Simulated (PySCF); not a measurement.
**InO−: from the state search to spectroscopic constants**

One table from this session's results is given with a row withheld; the runs are named, their logs left out.

Computed with PySCF 2.14.0. Level: In aug-cc-pVDZ-PP with ECP28, O aug-cc-pVDZ, scalar-relativistic core potentials.

2 further runs of the same task are left out: 2 set aside as unsound or not needed.

Set-up of the first run:

The job is set up so:

| Item | Value |
| --- | --- |
| atoms | In, O |
| charge | -1 |
| basis | In aug-cc-pVDZ-PP with ECP28, O aug-cc-pVDZ |
| Hamiltonian | scalar-relativistic core potentials |
| basis functions | 55 |
| electrons treated | 30 |
| masses in u | 114.9039, 15.9949 |
| levels | PBE0, PBE, r²SCAN, PBEsol, M06, BLYP, LC-ωPBE, MP2, SCS-MP2, CCSD, CCSD(T) |
| grid | 80 radial by 434 angular points |
| occupations | held fixed by the projection of orbital angular momentum |
| dissociation limit | In + O−, each in its ground configuration |
| starting distance in angstrom | 2.090 |
| values of 2S to try | 0, 2 |

Started as:

```bash
$ OMP_NUM_THREADS=1 python dia.py task.json out
```

Steps of the session up to this table: The job; First curve: PBE0; PBE; r²SCAN (meta-GGA); PBEsol (GGA); M06; BLYP; LC-ωPBE (range-separated hybrid); Correlated methods on the Hartree–Fock reference.

One table of the session follows, with a row left open; its other results are not shown here.

Energy (eV) from each level's lowest point:

| R (Å) | RHF-MP2 | RHF-SCS-MP2 | RHF-CCSD | RHF-CCSD(T) | PBE |
| --- | --- | --- | --- | --- | --- |
| 1.669 | 1.616 | 1.600 | n/a | n/a | 1.524 |
| 1.747 | 0.768 | 0.753 | 0.642 | 0.724 | 0.718 |
| 1.825 | 0.282 | 0.271 | 0.202 | 0.254 | 0.258 |
| 1.883 | 0.088 | 0.081 | 0.046 | 0.073 | 0.077 |
| 1.941 | 0.003 | 0.000 | 0.000 | 0.000 | 0.000 |
| 1.999 | 0.000 | 0.001 | 0.037 | 0.008 | 0.001 |
| 2.077 | 0.089 | 0.096 | 0.181 | 0.110 | 0.092 |
| 2.174 | ? | ? | ? | ? | ? |
| 2.290 | 0.656 | 0.676 | 0.873 | 0.674 | 0.628 |
| 2.446 | 1.259 | 1.269 | n/a | n/a | 1.119 |

**Question.** Estimate the row for R (Å) = 2.174.

Worked estimate for «RHF-MP2». A straight line through the neighbours (2.077, 0.089) and (2.290, 0.656) gives 0.089 + (0.656 − 0.089) × (2.174 − 2.077) / (2.290 − 2.077) = 0.347; a parabola fitted to 4 rows on both sides gives 0.308.

**Answer.** RHF-MP2: 0.302; RHF-SCS-MP2: 0.317; RHF-CCSD: 0.459; RHF-CCSD(T): 0.332; PBE: 0.300. In «RHF-MP2» the line misses by +0.045 and the parabola by +0.006.
